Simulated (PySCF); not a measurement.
**HF/def2-TZVP (density fitting with def2-universal-jkfit) run of Si2H4ClF (SMILES F[SiH]([SiH3])Cl)**

What is the vertical ionisation energy of Si2H4ClF at HF/def2-TZVP (density fitting with def2-universal-jkfit)? Input form: a Python script.

The results are computed with PySCF 2.14.0.

2 further runs of the same task are left out: 2 set aside as unsound or not needed.

## 1. The structure to begin with

Si2H4ClF has 8 atoms, charge 0, and is taken as a singlet. As SMILES, `F[SiH]([SiH3])Cl`. Geometry: relaxed at PBE0-D4/def2-TZVP.

Bond lengths: F1–Si2 1.597 Å, Si2–Si3 2.339 Å, Si2–Cl4 2.049 Å, Si2–H5 1.481 Å, Si3–H6 1.487 Å, Si3–H7 1.486 Å, Si3–H8 1.485 Å. Some angles: F1–Si2–Si3 109.8°, F1–Si2–Cl4 107.9°, Si3–Si2–Cl4 109.0°, F1–Si2–H5 107.2°, Si3–Si2–H5 115.4°, Cl4–Si2–H5 107.3°, Si2–Si3–H6 110.0°, Si2–Si3–H7 108.3°, Si2–Si3–H8 109.2°, H6–Si3–H7 109.5°.

## 2. The energy at HF/def2-TZVP (density fitting with def2-universal-jkfit)

The input, calc.py:

```python
from pyscf import gto, scf

mol = gto.M(
    atom='''
F     -2.511446     3.395460     0.304624
Si    -0.723576     1.535969    -1.261770
Si     1.018562    -1.498553     1.438648
Cl    -2.899029    -0.245853    -3.922882
H      1.127411     3.128253    -2.631066
H      2.561902    -0.247743     3.424751
H      2.652231    -3.200818    -0.083904
H     -1.051822    -2.974618     2.625963
''',
    verbose=4,
    unit='bohr',
    charge=0,
    max_memory=1860,
    basis='def2-tzvp',
)

mf = scf.RHF(mol)
mf = mf.density_fit(auxbasis='def2-universal-jkfit')
mf.conv_tol = 1e-10
mf.kernel()
if not mf.converged:
    mf = mf.newton().run(mf.mo_coeff, mf.mo_occ)

etot = mf.e_tot
print(f'total energy: {etot:.8f} hartree')
```

Launch:

```console
OMP_NUM_THREADS=1 python calc.py
```

The log of the run:

```text
PySCF version 2.14.0

[... 65 lines left out ...]
converged SCF energy = -1139.32825623406
total energy: -1139.32825623 hartree
```

Run time: 3.6 s. Hardware: 1 thread of Arm Neoverse V2, shared host; peak memory 0.22 GiB.

## 3. The doublet cation at the same level

The input, mol.xyz:

```xyz
8

F     -1.329000     1.796800     0.161200
Si    -0.382900     0.812800    -0.667700
Si     0.539000    -0.793000     0.761300
Cl    -1.534100    -0.130100    -2.075900
H      0.596600     1.655400    -1.392300
H      1.355700    -0.131100     1.812300
H      1.403500    -1.693800    -0.044400
H     -0.556600    -1.574100     1.389600
```

The input, run.py:

```python
from pyscf import gto

system = gto.M(
    atom='mol.xyz',
    verbose=3,
    max_memory=1860,
    basis='def2-tzvp',
    spin=1,
    charge=1,
)

mf = system.UHF()
mf = mf.density_fit(auxbasis='def2-universal-jkfit')
mf.conv_tol = 1e-10
mf.kernel()
if not mf.converged:
    mf = mf.newton().run(mf.mo_coeff, mf.mo_occ)

energy = mf.e_tot
print('E = %.10f Eh' % energy)
```

Launch:

```console
OMP_NUM_THREADS=1 python run.py
```

The log of the run:

```text
converged SCF energy = -1138.95298751226  <S^2> = 0.76950635  2S+1 = 2.0194121
E = -1138.9529875123 Eh
```

Run time: 11 s. Hardware: 1 thread of Arm Neoverse V2, shared host; peak memory 0.27 GiB.

## 4. Summary of results

Level: HF/def2-TZVP (density fitting with def2-universal-jkfit).

```
                                          quantity           value
                    singlet Si2H4ClF: total energy  -1139.32826 Eh
                   singlet Si2H4ClF: dipole moment          1.80 D
                     singlet Si2H4ClF: HOMO energy       -11.29 eV
                     singlet Si2H4ClF: LUMO energy         2.67 eV
                   singlet Si2H4ClF: HOMO–LUMO gap        13.96 eV
                      doublet cation: total energy  -1138.95299 Eh
doublet cation: HOMO energy (highest over α and β)       -18.12 eV
 doublet cation: LUMO energy (lowest over α and β)        -9.10 eV
                              doublet cation: ⟨S²⟩           0.770
vertical ionisation energy (to the doublet cation)       10.212 eV
```

**Reading.** Removing an electron at fixed nuclei costs 10.21 eV (235 kcal/mol). The negative HOMO energy of the first species, 11.29 eV, lies 1.08 eV above that difference.
